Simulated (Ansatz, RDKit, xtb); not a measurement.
**CH6ClNOSi2: ranking a sample of isomers**

Which of a sample of isomers of CH6ClNOSi2 is the most stable in the gas at 298.15 K, and what are its properties? The sample is small against all isomers, and the most stable one of this formula need not be in it.

Plan: many cheap relaxations first (GFN2-xTB), then density-functional screening, relaxation at r2SCAN-D4/def2-SVP, vibrations (at GFN2-xTB) and a final energy. The numbers are computed, not measured.

**1. Possible bonding patterns**

Isomers were taken from a list of plausible structures; this is a sample, not all of them. That gives 3 candidates.

| label | SMILES | spin |
| --- | --- | --- |
| c010 | O=C[Si@@H](Cl)N[SiH3] | singlet |
| c582 | O=C[SiH2]N[SiH2]Cl | singlet |
| c842 | O=CN([SiH3])[SiH2]Cl | singlet |

Candidates are built by distance geometry, with a force field where one applies, in up to four conformers (letters a to d).

**2. Search with GFN2-xTB**

All 10 starts are relaxed the same way. One of them, c842b (taken from a list of positional isomers, embedded by distance geometry and MMFF94), in full:

Input file start.xyz:

```xyz
12
c842b
C      2.531636     2.587873    -0.155307
Cl     0.413190     1.592768     2.862744
N      1.233003     2.213223    -0.069341
O      3.312172     2.295407    -1.119000
Si     0.417275     1.312368    -1.243902
Si     0.294634     2.794299     1.240526
H      2.936858     3.161926     0.651446
H      1.245645     0.163269    -1.736941
H     -0.822077     0.734803    -0.715198
H     -0.015026     2.175848    -2.389963
H      0.824897     4.118072     1.645660
H     -1.163395     2.958691     0.857984
```

The run is started by

```console
$ xtb start.xyz --gfn 2 --opt
```

The program printed, shortened:

```text
* xtb version 6.7.1
[...]
          :  # basis functions                  48          :
[...]
          :  # electrons                        36          :
[...]
          :  Hamiltonian                  GFN2-xTB          :
[...]
          :  net charge                          0          :
          :  unpaired electrons                  0          :
[...]
   *** convergence criteria satisfied after 16 iterations ***
[...]
   *** GEOMETRY OPTIMIZATION CONVERGED AFTER 28 ITERATIONS ***
[...]
   *** convergence criteria satisfied after 3 iterations ***
[...]
         ::                     SUMMARY                     ::
         :::::::::::::::::::::::::::::::::::::::::::::::::::::
         :: total energy             -20.310057669729 Eh    ::
         :: gradient norm              0.000336392356 Eh/a0 ::
         :: HOMO-LUMO gap              4.846141716501 eV    ::
         ::.................................................::
         :: SCC energy               -20.468572593161 Eh    ::
         :: -> isotropic ES            0.068359379367 Eh    ::
         :: -> anisotropic ES          0.000523210954 Eh    ::
         :: -> anisotropic XC         -0.004293461903 Eh    ::
         :: -> dispersion             -0.010674811698 Eh    ::
         :: repulsion energy           0.158514923433 Eh    ::
         :: add. restraining           0.000000000000 Eh    ::
         :: total charge               0.000000000000 e     ::
         :::::::::::::::::::::::::::::::::::::::::::::::::::::
[...]
        18        2.0000           -0.4156011             -11.3091 (HOMO)
        19                         -0.2375086              -6.4629 (LUMO)
[...]
     #   Z          covCN         q      C6AA      α(0)
     1   6 C        3.017     0.259    22.634     7.804
     2  17 Cl       0.805    -0.187   104.929    15.670
     3   7 N        2.552    -0.388    30.061     8.143
     4   8 O        0.927    -0.395    21.539     6.224
     5  14 Si       3.968     0.526    96.069    18.743
     6  14 Si       3.572     0.530    97.817    19.023
     7   1 H        0.923    -0.009     3.224     2.808
     8   1 H        0.921    -0.054     4.180     3.198
     9   1 H        0.917    -0.100     5.553     3.686
    10   1 H        0.921    -0.058     4.299     3.243
    11   1 H        0.920    -0.068     4.550     3.336
    12   1 H        0.920    -0.057     4.277     3.234
[...]
     #   Z sym  total        # sym  WBO       # sym  WBO       # sym  WBO
 ---------------------------------------------------------------------------
     1   6 C    3.951 --     4 O    1.694     3 N    1.348     7 H    0.935
     2  17 Cl   1.298 --     6 Si   1.179
     3   7 N    3.415 --     1 C    1.348     6 Si   0.943     5 Si   0.771
                             4 O    0.173
     4   8 O    2.120 --     1 C    1.694     3 N    0.173     5 Si   0.155
     5  14 Si   3.597 --     9 H    0.895     8 H    0.894    10 H    0.893
                             3 N    0.771     4 O    0.155
     6  14 Si   3.916 --     2 Cl   1.179     3 N    0.943    12 H    0.884
                            11 H    0.882
     7   1 H    1.000 --     1 C    0.935
     8   1 H    0.997 --     5 Si   0.894
     9   1 H    0.990 --     5 Si   0.895
    10   1 H    0.997 --     5 Si   0.893
[...]
molecular dipole:
                 x           y           z       tot (Debye)
 q only:       -1.107       0.205       0.255
   full:       -0.655       0.611       0.347       2.442
molecular quadrupole (traceless):
[...]
          | TOTAL ENERGY              -20.310057669729 Eh   |
          | GRADIENT NORM               0.000336392356 Eh/α |
          | HOMO-LUMO GAP               4.846141716501 eV   |
           -------------------------------------------------
[...]
```

It took 2.3 s on 2 threads of Intel Xeon at 2.50GHz (Skylake/Cascade Lake), shared host; peak memory 0.093 GiB.

**3. What the search left**

10 of the 10 relaxations converged; 2 ended on a minimum already found. 8 distinct structures remain:

| label | start | SMILES after | spin | energy (kcal/mol) |
| --- | --- | --- | --- | --- |
| c842b | drawn | O=CN([SiH3])[SiH2]Cl | singlet | 0.0 |
| c842a | drawn | O=CN([SiH3])[SiH2]Cl | singlet | 1.1 |
| c582b | drawn | O=C[SiH2]N[SiH2]Cl | singlet | 33.8 |
| c582c | drawn | O=C[SiH2]N[SiH2]Cl | singlet | 36.0 |
| c010c | drawn | O=C[Si@@H](Cl)N[SiH3] | singlet | 37.5 |
| c582d | drawn | O=C[SiH2]N[SiH2]Cl | singlet | 38.5 |
| c010d | drawn | O=C[Si@@H](Cl)N[SiH3] | singlet | 38.8 |
| c010a | drawn | O=C[Si@@H](Cl)N[SiH3] | singlet | 39.6 |

**4. Single points on the low minima**

A choice of the minima (the low ones first, few conformers of a pattern, up to a cap) and the lowest that fell apart get a single point at r2SCAN-D4/def2-SVP on the tight-binding geometry, and one at HF/STO-3G for comparison. The lowest singlets are also tried as triplets at the same geometry (label ending in t). Within 40 kcal/mol but not screened, among others: c582d, c010a. The first, c842b:

Input file input.yaml:

```yaml
crystal:
  periodic: [false, false, false]
  atoms:
    - symbol: C
      position_ang: [2.318328, 2.721338, -0.375600]
    - symbol: Cl
      position_ang: [0.122407, 1.286725, 2.669099]
    - symbol: "N"
      position_ang: [1.097603, 2.329635, -0.008745]
    - symbol: O
      position_ang: [2.819009, 2.292658, -1.393502]
    - symbol: Si
      position_ang: [0.563238, 1.189292, -1.282466]
    - symbol: Si
      position_ang: [0.274350, 2.845678, 1.434144]
    - symbol: H
      position_ang: [2.831781, 3.437652, 0.280260]
    - symbol: H
      position_ang: [1.441353, 0.032973, -1.246318]
    - symbol: H
      position_ang: [-0.774986, 0.835771, -0.794909]
    - symbol: H
      position_ang: [0.462763, 1.940133, -2.522321]
    - symbol: H
      position_ang: [1.098810, 3.886298, 2.035374]
    - symbol: H
      position_ang: [-1.045845, 3.310394, 1.033691]
basis:
  gaussian:
    orbitals: def2-SVP
hamiltonian:
  xc: {name: r2SCAN}
  dispersion: d4
scf:
  lower_state_search: "off"
output: {orbitals: {seedname: orbitals}}
```

The run is started by

```console
$ ansatz run input.yaml --threads 2 --pin off --max-ram 5220MiB --events-out events.jsonl --progress --plain --runs-dir runs
```

The program printed, shortened:

```text
Warning: RAYON_NUM_THREADS=2 ignored (pool sized by the plan → 2); use --threads N
Functional definition: r2SCAN
  name "r2SCAN"
[...]
1408 factors; their error is unknown
[...]
mean field -32934.93942892 eV, -1210.3366999092 hartree, gradient 8.5e-6 eV, S^2 0.000000; 0 other end points of the search recorded, 0 dependent functions left out
reference -32934.93943921 eV, -1210.3367002872 hartree; 36, 36 occupied and 90, 90 virtual orbitals, 1408 factors
Total energy: -32935.03034383 eV, -1210.3400409702 hartree
Checks for a lower state left out: stability, starts, cluster_reference, orbital_swaps, neighbouring_geometries, increment
```

Run time: 7.2 s. Hardware: 2 threads of Intel Xeon at 2.50GHz (Skylake/Cascade Lake), shared host; peak memory 0.17 GiB.

Relative energies in kcal/mol, each column from its lowest structure that stays in one piece:

| label | SMILES | spin | GFN2-xTB | HF/STO-3G | r2SCAN-D4/def2-SVP |
| --- | --- | --- | --- | --- | --- |
| c842b | O=CN([SiH3])[SiH2]Cl | singlet | 0.0 | 0.5 | 0.0 |
| c842a | O=CN([SiH3])[SiH2]Cl | singlet | 1.1 | 0.0 | 1.1 |
| c582b | O=C[SiH2]N[SiH2]Cl | singlet | 33.8 | 5.0 | 13.3 |
| c010d | O=C[Si@@H](Cl)N[SiH3] | singlet | 38.8 | 4.0 | 13.7 |
| c010c | O=C[Si@@H](Cl)N[SiH3] | singlet | 37.5 | 7.6 | 14.2 |
| c582c | O=C[SiH2]N[SiH2]Cl | singlet | 36.0 | 7.0 | 15.0 |
| c582bt | O=C[SiH2]N[SiH2]Cl | triplet | – | – | 74.8 |
| c842bt | O=CN([SiH3])[SiH2]Cl | triplet | – | – | 117.8 |

Measured from c842b, GFN2-xTB misplaces c010d by 25 kcal/mol against r2SCAN-D4/def2-SVP, so minima dropped on its energies alone could hide the lowest isomer.

**5. Relaxing the best candidates**

3 candidates are relaxed at r2SCAN-D4/def2-SVP (chosen among the lowest in one piece, one conformer a pattern). The first, c842b:

Input file input.yaml:

```yaml
crystal:
  periodic: [false, false, false]
  atoms:
    - {symbol: C, position_ang: [2.318328, 2.721338, -0.375600]}
    - {symbol: Cl, position_ang: [0.122407, 1.286725, 2.669099]}
    - {symbol: N, position_ang: [1.097603, 2.329635, -0.008745]}
    - {symbol: O, position_ang: [2.819009, 2.292658, -1.393502]}
    - {symbol: Si, position_ang: [0.563238, 1.189292, -1.282466]}
    - {symbol: Si, position_ang: [0.274350, 2.845678, 1.434144]}
    - {symbol: H, position_ang: [2.831781, 3.437652, 0.280260]}
    - {symbol: H, position_ang: [1.441353, 0.032973, -1.246318]}
    - {symbol: H, position_ang: [-0.774986, 0.835771, -0.794909]}
    - {symbol: H, position_ang: [0.462763, 1.940133, -2.522321]}
    - {symbol: H, position_ang: [1.098810, 3.886298, 2.035374]}
    - {symbol: H, position_ang: [-1.045845, 3.310394, 1.033691]}
basis:
  gaussian:
    orbitals: def2-SVP
hamiltonian:
  xc: {name: r2SCAN}
  dispersion: d4
scf:
  lower_state_search: off
relax:
  f_tol: 0.006
```

The run is started by

```console
$ ansatz run input.yaml --threads 2 --pin off --max-ram 5220MiB --events-out events.jsonl --progress --plain --runs-dir runs
```

The program printed, shortened:

```text
Warning: RAYON_NUM_THREADS=2 ignored (pool sized by the plan → 2); use --threads N
[...]
[... 2 set-up lines as earlier in the session ...]
[...]
1408 factors; their error is unknown
[...]
mean field -32934.93942857 eV, -1210.3366998961 hartree, gradient 8.5e-6 eV, S^2 0.000000; 0 other end points of the search recorded, 0 dependent functions left out
[...]
reference -32934.93943885 eV, -1210.3367002741 hartree; 36, 36 occupied and 90, 90 virtual orbitals, 1408 factors
relax step   1: F+E_penalty+E_count = -32935.03033318 eV  Δ(F+E_penalty+E_count) = +0.000e0 eV  max|allowed force component| = 1.161e0 eV/Å  Δτ_max = 0.0000 Å  (16 SCF iters, accepted)
[...]
relax step   4: F+E_penalty+E_count = -32935.26483323 eV  Δ(F+E_penalty+E_count) = +2.054e-3 eV  max|allowed force component| = 5.797e-1 eV/Å  Δτ_max = 0.0668 Å  (20 SCF iters, rejected (line search))
[...]
Atom 3 at     3.023726     2.380423    -1.338691 Å, force     0.001492    -0.000968    -0.001110 eV/Å
Atom 4 at     0.489409     1.194714    -1.282276 Å, force     0.000590    -0.000370    -0.000222 eV/Å
Atom 5 at     0.281361     2.840251     1.390265 Å, force     0.001380     0.000236    -0.000433 eV/Å
Atom 6 at     2.879841     3.455349     0.395532 Å, force     0.000447     0.000339     0.000675 eV/Å
Atom 7 at     1.315671    -0.038047    -1.322060 Å, force    -0.000038     0.000555    -0.000029 eV/Å
Atom 8 at    -0.874491     0.880337    -0.766969 Å, force     0.000182     0.000326    -0.000014 eV/Å
Atom 9 at     0.391783     1.843056    -2.615004 Å, force    -0.000484     0.000049     0.000249 eV/Å
Atom 10 at     1.044414     3.961261     1.994353 Å, force    -0.000742    -0.000749    -0.000622 eV/Å
Atom 11 at    -1.112759     3.208875     1.049166 Å, force     0.000206    -0.000320     0.000096 eV/Å
Dipole moment:    -0.320506     0.257768     0.180943 e Å
Checks for a lower state left out: stability, starts, cluster_reference, orbital_swaps, neighbouring_geometries, increment
```

Run time: 2.3 min. Hardware: 2 threads of Intel Xeon at 2.50GHz (Skylake/Cascade Lake), shared host; peak memory 0.19 GiB.

Energy change by step (eV): 0.0000, -0.2085, -0.2366, -0.2345, -0.2475, -0.2525, -0.2550, -0.2551, -0.2552, -0.2553, -0.2553, -0.2554.

After the run. Bond lengths: C1–N3 1.384 Å, C1–O4 1.213 Å, N3–Si5 1.801 Å, Cl2–Si6 2.069 Å, N3–Si6 1.756 Å, C1–H7 1.117 Å, Si5–H8 1.485 Å, Si5–H9 1.492 Å, Si5–H10 1.485 Å, Si6–H11 1.485 Å, Si6–H12 1.482 Å. Some angles: C1–N3–Si5 112.6°, C1–N3–Si6 123.0°, Si5–N3–Si6 124.3°, N3–C1–O4 122.4°, Cl2–Si6–N3 110.4°, N3–C1–H7 114.9°, O4–C1–H7 122.7°, N3–Si5–H8 110.7°, N3–Si5–H9 103.3°, N3–Si5–H10 110.4°.

(Part 1 of 2 ends here.)
